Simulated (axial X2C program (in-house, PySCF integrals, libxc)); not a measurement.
**All-electron X2C curves of RuGe**

Aim: find the lowest determinant of RuGe, scan the bond at several levels and fit the constants, once spin-free and once with spin–orbit coupling.

Method: all-electron X2C, Ru dyall-cv3z, Ge dyall-cv3z; program: an in-house X2C program for linear molecules on PySCF integrals.

All values are calculated.

## (1) The job

task.json

```json
{
 "zs": [
  44,
  32
 ],
 "q": 0,
 "bas": [
  "dyall-cv3z",
  "dyall-cv3z"
 ],
 "levels": [
  "PBE0",
  "HF",
  "PBE"
 ],
 "cc": true,
 "r0": 2.46,
 "thr": -1.0,
 "nmax": 90,
 "npts": 10,
 "nst": 2,
 "ntry": 6
}
```

Keys: zs atomic numbers; q charge; bas basis sets; levels methods (HF also brings MP2); cc coupled cluster on or off; r0 starting distance in Å; thr threshold in hartree for freezing inner shells (an s shell follows its p shell); nmax most natural virtual spinors; npts points asked for on the curve; nst determinants followed; ntry starts of the search.

Started as:

```sh
$ python so2c.py task.json out
```

Spin-free means the one-electron spin-free X2C Hamiltonian; two-component (2c) means X2C with spin–orbit coupling and atomic mean-field two-electron Coulomb and Gaunt terms. Basis: Ru dyall-cv3z contracted to [12s12p8d5f3g], Ge dyall-cv3z contracted to [9s9p7d4f1g]; Gaussian nuclei, density fitting. Masses: Ru 101.904 u, Ge 73.921 u.

Notation: σ, π±, δ± give the projection m of an orbital's angular momentum (0, ±1, ±2), α and β its spin, Λ and M_S the sums; ω is the projection of a spinor's total angular momentum and Ω the sum. Logs are in hartree.

The results follow Hamiltonian by Hamiltonian and level by level.

## (2) State search with PBE0

PBE0 moves the distance from 2.460 Å to 2.192 Å and compares determinants there.

Spin-free determinants:

```csv
ΔE (eV),state,open shells
0.00,"M_S = 1, Λ = 2","beyond closed shells: σα, δ+α, δ+β, δ-α"
0.29,"M_S = 1, Λ = 0","beyond closed shells: δ+α, δ-α"
0.43,"M_S = 0, Λ = 2","beyond closed shells: σβ, δ+α, δ+β, δ-α"
0.67,"M_S = 2, Λ = 1","beyond closed shells: σα, π+α, δ+α, δ-α"
0.96,"M_S = 1, Λ = 1","beyond closed shells: σα, π+β, δ+α, δ-α"
1.36,"M_S = 0, Λ = 3","beyond closed shells: π+β, δ+α, δ+β, δ-α"
1.38,"M_S = 1, Λ = 3","beyond closed shells: π+α, δ+α, δ+β, δ-α"
```

Two-component determinants:

| ΔE (eV) | state | open shells |
| --- | --- | --- |
| 0.00 | Ω = 3 | excess of +ω over −ω: ω = 1/2, ω = 5/2 |
| 0.22 | Ω = 1 | excess of +ω over −ω: ω = -1/2, ω = 3/2 |
| 0.41 | Ω = 1 | excess of +ω over −ω: ω = -3/2, ω = 5/2 |
| 0.44 | Ω = 2 | excess of +ω over −ω: ω = -1/2, ω = 5/2 |
| 0.65 | Ω = 2 | excess of +ω over −ω: ω = 1/2, ω = 3/2 |
| 1.01 | Ω = 2 | excess of +ω over −ω: 2 × ω = 1/2, ω = -3/2, ω = 5/2 |
| 1.04 | Ω = 0 | closed shell |

## (3) PBE0, spin-free

State followed: M_S = 1, Λ = 2 (beyond closed shells: σα, δ+α, δ+β, δ-α). The scan is laid around 2.192 Å, a first estimate of the minimum, and this SCF restarts from the orbitals of the search.

The SCF at the reference distance of 2.192 Å:

```text
spin-free X2C-1e  PBE0
basis functions 258  fitting functions 1286  grid points 5799
iter        total energy     max residual
   1      -6628.693978235     1.00e-05
   2      -6628.693978193     4.14e-05
   3      -6628.693978243     4.56e-06
   4      -6628.693978244     3.04e-06
converged
one-electron -9850.21172656  Coulomb 3096.09675182  exact exchange -52.71832151  xc functional -161.77013135  nuclear repulsion 339.90944935
```

Along the bond, energies from the lowest point:

```
R (Å)  E (eV)  μ (D)  HOMO (eV)  LUMO (eV)  iterations
1.907  1.0960  -0.88      -5.03      -2.48          18
1.995  0.4356  -0.99      -5.10      -2.48          18
2.061  0.1666  -1.04      -5.15      -2.46          18
2.126  0.0346  -1.08      -5.19      -2.44          18
2.192  0.0000  -1.12      -5.23      -2.43           4
2.269  0.0449  -1.16      -5.27      -2.41          19
2.345  0.1522  -1.20      -5.30      -2.41          18
2.444  0.3490  -1.23      -5.37      -2.41          18
2.565  0.6403  -1.25      -5.43      -2.47          18
2.740  1.1009  -1.24      -5.32      -2.74          19
```

Dipoles are positive if Ge is the positive end.

Outer orbitals at the reference distance:

```json
{"symmetry": "δ-β", "occupied": "yes", "ε (eV)": "-32.22", "atomic character": "100% Ge d"}
{"symmetry": "δ+β", "occupied": "yes", "ε (eV)": "-32.22", "atomic character": "100% Ge d"}
{"symmetry": "δ-α", "occupied": "yes", "ε (eV)": "-32.16", "atomic character": "100% Ge d"}
{"symmetry": "δ+α", "occupied": "yes", "ε (eV)": "-32.16", "atomic character": "100% Ge d"}
{"symmetry": "π-β", "occupied": "yes", "ε (eV)": "-32.07", "atomic character": "100% Ge d"}
{"symmetry": "π+β", "occupied": "yes", "ε (eV)": "-32.07", "atomic character": "100% Ge d"}
{"symmetry": "σβ", "occupied": "yes", "ε (eV)": "-32.04", "atomic character": "100% Ge d"}
{"symmetry": "π-α", "occupied": "yes", "ε (eV)": "-32.03", "atomic character": "100% Ge d"}
{"symmetry": "π+α", "occupied": "yes", "ε (eV)": "-32.03", "atomic character": "100% Ge d"}
{"symmetry": "σα", "occupied": "yes", "ε (eV)": "-32.01", "atomic character": "100% Ge d"}
{"symmetry": "σβ", "occupied": "yes", "ε (eV)": "-13.22", "atomic character": "63% Ge s, 13% Ru d, 12% Ru p"}
{"symmetry": "σα", "occupied": "yes", "ε (eV)": "-12.64", "atomic character": "61% Ge s, 16% Ru d, 11% Ru p"}
{"symmetry": "π-α", "occupied": "yes", "ε (eV)": "-7.28", "atomic character": "87% Ru d, 10% Ge p"}
{"symmetry": "π+α", "occupied": "yes", "ε (eV)": "-7.28", "atomic character": "87% Ru d, 10% Ge p"}
{"symmetry": "σα", "occupied": "yes", "ε (eV)": "-7.26", "atomic character": "74% Ru d, 13% Ge p, 8% Ge s"}
{"symmetry": "δ+α", "occupied": "yes", "ε (eV)": "-6.94", "atomic character": "99% Ru d"}
{"symmetry": "δ-α", "occupied": "yes", "ε (eV)": "-6.94", "atomic character": "99% Ru d"}
{"symmetry": "π+β", "occupied": "yes", "ε (eV)": "-6.14", "atomic character": "62% Ru d, 32% Ge p, 3% Ru p"}
{"symmetry": "σβ", "occupied": "yes", "ε (eV)": "-6.11", "atomic character": "46% Ge p, 40% Ru d, 6% Ge s"}
{"symmetry": "π-β", "occupied": "yes", "ε (eV)": "-6.03", "atomic character": "59% Ru d, 35% Ge p, 3% Ru p"}
{"symmetry": "δ+β", "occupied": "yes", "ε (eV)": "-5.26", "atomic character": "99% Ru d"}
{"symmetry": "σα", "occupied": "yes", "ε (eV)": "-5.23", "atomic character": "46% Ru s, 44% Ge p, 5% Ru d"}
{"symmetry": "σβ", "occupied": "no", "ε (eV)": "-2.43", "atomic character": "43% Ru s, 35% Ru d, 19% Ge p"}
{"symmetry": "π-α", "occupied": "no", "ε (eV)": "-2.16", "atomic character": "55% Ge p, 31% Ru p, 10% Ru d"}
{"symmetry": "π+α", "occupied": "no", "ε (eV)": "-2.16", "atomic character": "55% Ge p, 31% Ru p, 10% Ru d"}
{"symmetry": "π+β", "occupied": "no", "ε (eV)": "-1.96", "atomic character": "42% Ge p, 35% Ru d, 17% Ru p"}
```

PBE0 fields in the half plane through the axis: z from -2.4 to 4.5 Å across, distance from the axis 0.15 to 2.25 Å upwards; Ru lies at z = 0 and Ge at z = 2.192 Å; the ELF is damped to zero where the density is low.

log10 density (e/bohr³). Ten even steps from '0' (-4.20 ) to '9' (1.72 ):
```
000111222222222211111000
001122222222222222221110
011222333333333333322111
112233344444444443332211
112234455544444444433221
122344566655455555443322
122345677765556776544322
123345679765557986544322
```

ELF. Ten even steps from ' ' (0.00 ) to '@' (0.93 ):
```
          ..............................        
        ..........::::::----::::::------::..    
      ......::::::::::--==========++****++==..  
    ........::::::::::==****++++**##%%%%%%##==..
    ......::::--------==****======**%%@@@@%%##--
    ......::==****++--==**==::....--##@@@@@@%%++
    ....::--**##++##**==++::::**++::==%%@@@@@@##
    ....::==%%::**::##====..##::##==--%%@@@@@@##
```

Re = 2.188 Å, ωe = 319 cm⁻¹, ωexe = 0.946 cm⁻¹, Be = 0.08216 cm⁻¹, De = 3.08 eV, μ = -1.12 D. ⟨S²⟩ = 2.27 against 2.00 for a pure state, so this determinant mixes spins.

## (4) HF, spin-free

The SCF at the reference distance of 2.192 Å:

```text
spin-free X2C-1e  HF
basis functions 258  fitting functions 1286  grid points 5799
iter        total energy     max residual
   1      -6625.078811411     3.55e-01
   2      -6625.124358945     1.03e-02
   3      -6625.132624494     1.41e-02
   4      -6625.138008062     8.83e-03
   5      -6625.143621333     7.02e-03
   6      -6625.151094853     5.05e-03
   7      -6625.159920802     4.64e-03
   8      -6625.161554332     3.60e-03
   9      -6625.164313051     2.92e-03
  10      -6625.166562293     1.50e-03
  11      -6625.167039018     9.87e-04
  12      -6625.167147428     7.75e-04
  13      -6625.167258496     4.96e-04
  14      -6625.167282569     4.28e-04
  15      -6625.167287756     3.10e-04
  16      -6625.167306918     1.73e-04
  17      -6625.167311475     9.02e-05
  18      -6625.167312770     5.74e-05
  19      -6625.167313219     2.59e-05
  20      -6625.167313347     2.25e-05
  21      -6625.167313390     1.19e-05
  22      -6625.167313408     4.56e-06
  23      -6625.167313410     2.00e-06
  24      -6625.167313410     1.69e-06
converged
one-electron -9846.20788013  Coulomb 3092.29779878  exact exchange -211.16668141  xc functional 0.00000000  nuclear repulsion 339.90944935
```

No constants are quoted: the dipole of the solution doesn't run smoothly along the scan, a sign that its character may change, so the fit is set aside.

## (5) PBE, spin-free

Output at 2.192 Å:

```text
spin-free X2C-1e  PBE
basis functions 258  fitting functions 1286  grid points 5799
iter        total energy     max residual
   1      -6628.635388636     1.19e-01
   2      -6628.641299739     9.05e-03
   3      -6628.612002875     3.31e-02
   4      -6628.625413982     2.35e-02
   5      -6628.642699292     3.27e-03
   6      -6628.643126569     7.20e-04
   7      -6628.643162712     7.31e-04
   8      -6628.643199460     3.57e-04
   9      -6628.643206027     5.15e-05
  10      -6628.643206233     2.51e-05
  11      -6628.643206252     1.46e-05
  12      -6628.643206258     9.99e-07
  13      -6628.643206258     2.29e-07
converged
one-electron -9849.55599871  Coulomb 3095.37328922  exact exchange 0.00000000  xc functional -214.36994611  nuclear repulsion 339.90944935
```

Re = 2.192 Å, ωe = 345 cm⁻¹, ωexe = 1.08 cm⁻¹, Be = 0.08192 cm⁻¹, De = 4.00 eV, μ = -0.71 D.

## (6) MP2 and beyond, spin-free

Correlated methods: 12 electrons correlated (frozen shells, counted by type: Ru 4 s, 3 p, 1 d; Ge 3 s, 2 p, 1 d), 328 virtual spinors in MP2, 90 natural virtuals in coupled cluster.

Output of the correlated part at 2.192 Å:

```text
correlated 12  virtual 328  natural virtual 90  E(MP2) -0.302124784  MP2 remainder -0.021072346
iter   CCSD correlation   residual
   1     -0.278296214   2.05e-01
   2     -0.292962473   1.26e-01
   3     -0.308109336   9.14e-02
   4     -0.316128306   5.32e-02
   5     -0.321267732   2.95e-02
   6     -0.322058916   1.37e-02
   7     -0.322771983   7.44e-03
   8     -0.322816696   3.72e-03
   9     -0.322876714   1.71e-03
  10     -0.322922411   6.25e-04
  11     -0.322911269   2.99e-04
  12     -0.322918178   1.53e-04
  13     -0.322913130   8.87e-05
  14     -0.322911173   5.16e-05
  15     -0.322909707   3.13e-05
  16     -0.322909092   1.67e-05
  17     -0.322909191   8.57e-06
  18     -0.322909234   4.52e-06
  19     -0.322909233   2.14e-06
(T) -0.021102261  T1 0.1649  D1 0.2802  max T2 0.091
```

T1 in the output is the amplitude norm over the root of the electron number; divide by √2 for the Lee–Taylor value.

MP2: No constants are quoted: the dipole of the HF reference doesn't run smoothly along the scan, a sign that its character may change, so the fit is set aside.

CCSD: No constants are quoted: the dipole of the HF reference doesn't run smoothly along the scan, a sign that its character may change, so the fit is set aside.

CCSD(T): No constants are quoted: the dipole of the HF reference doesn't run smoothly along the scan, a sign that its character may change, so the fit is set aside.

## (7) A higher determinant, spin-free

State: M_S = 1, Λ = 0 (beyond closed shells: δ+α, δ-α).

Output at the reference distance:

```text
spin-free X2C-1e  PBE0
basis functions 258  fitting functions 1286  grid points 5799
iter        total energy     max residual
   1      -6628.683167642     1.46e-05
   2      -6628.683167544     5.29e-05
   3      -6628.683167652     4.36e-06
   4      -6628.683167653     2.47e-06
converged
one-electron -9847.83510831  Coulomb 3093.68247256  exact exchange -52.71008930  xc functional -161.72989195  nuclear repulsion 339.90944935
```

| R (Å) | E above the lowest PBE0 point (eV) |
| --- | --- |
| 1.907 | 1.709 |
| 1.995 | 0.914 |
| 2.061 | 0.566 |
| 2.126 | 0.373 |
| 2.192 | 0.294 |
| 2.269 | 0.307 |
| 2.345 | 0.398 |
| 2.444 | 0.589 |
| 2.565 | 0.886 |

Re = 2.219 Å, ωe = 328 cm⁻¹, ωexe = 0.981 cm⁻¹, Be = 0.0799 cm⁻¹, μ = -0.57 D. ⟨S²⟩ = 2.32 against 2.00 for a pure state, so this determinant mixes spins. Te = 0.29 eV. As a difference of two determinants it need not be a gap between pure terms.

## (8) The spin-free curves together

Energy (eV) of the followed determinant, spin-free, from each level's lowest point:

```
R (Å)   PBE0  HF (dipole not smooth)  MP2 (HF's dipole not smooth)  CCSD (HF's dipole not smooth)  CCSD(T) (HF's dipole not smooth)    PBE
1.907  1.096                   2.678                         0.743                            n/a                               n/a  1.222
1.995  0.436                   1.885                         0.173                          0.500                             0.480  0.502
2.061  0.167                   1.324                         0.063                          0.212                             0.198  0.199
2.126  0.035                   0.900                         0.003                          0.055                             0.048  0.044
2.192  0.000                   0.585                         0.000                          0.000                             0.000  0.000
2.269  0.045                   0.325                         0.052                          0.031                             0.041  0.049
2.345  0.152                   0.155                         0.146                          0.133                             0.157  0.173
2.444  0.349                   0.037                         0.307                          0.330                             0.373  0.400
2.565  0.640                   0.000                         0.540                            n/a                               n/a  0.728
2.740  1.101                   0.082                         0.910                            n/a                               n/a  1.230
```

(Part 1 of 2 ends here.)
